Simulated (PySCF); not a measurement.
# C9H6S2: the cost of one run

Computed with PySCF 2.14.0 and routines of our own; the level stands in each step. Atoms count from 0.

## 1. The starting structure

17 atoms, charge 0, multiplicity 1; geometry from: GFN2-xTB.

## 2. Geometry optimisation at PBE0-D3(BJ)/def2-SVP

What the job is given:

```
{"job": {"xc": "PBE0", "basis": "def2-SVP", "d3": "d3bj", "grid": 2, "kind": "geom"}, "charge": 0, "multiplicity": 1}
S      4.971763     2.206925    -0.464361
C      3.504771     1.483783    -0.296559
C      3.281079     0.374161     0.534873
C      2.078083    -0.206417     0.659761
C      0.958192    -0.732075     0.766749
C     -0.240982    -1.310779     0.892448
C     -1.399657    -0.869270     0.207872
C     -1.535130     0.179718    -0.680394
C     -2.840554     0.320975    -1.165656
C     -3.698632    -0.609421    -0.653613
S     -2.927441    -1.682762     0.433083
H      2.661465     1.879337    -0.855144
H      4.120867    -0.020703     1.092292
H     -0.343982    -2.164042     1.551122
H     -0.709961     0.809463    -0.959143
H     -3.141844     1.080182    -1.864966
H     -4.745034    -0.727047    -0.855320
```

The run is started by

```bash
OMP_NUM_THREADS=1 python excited_run.py task.json out
```

The driver reads the jobs from task.json and runs them one after another.

Q: Estimate the wall time and peak memory of this first job on 1 thread of AMD EPYC 9R45, shared host.

About 61 s, with a peak of 0.98 GiB.
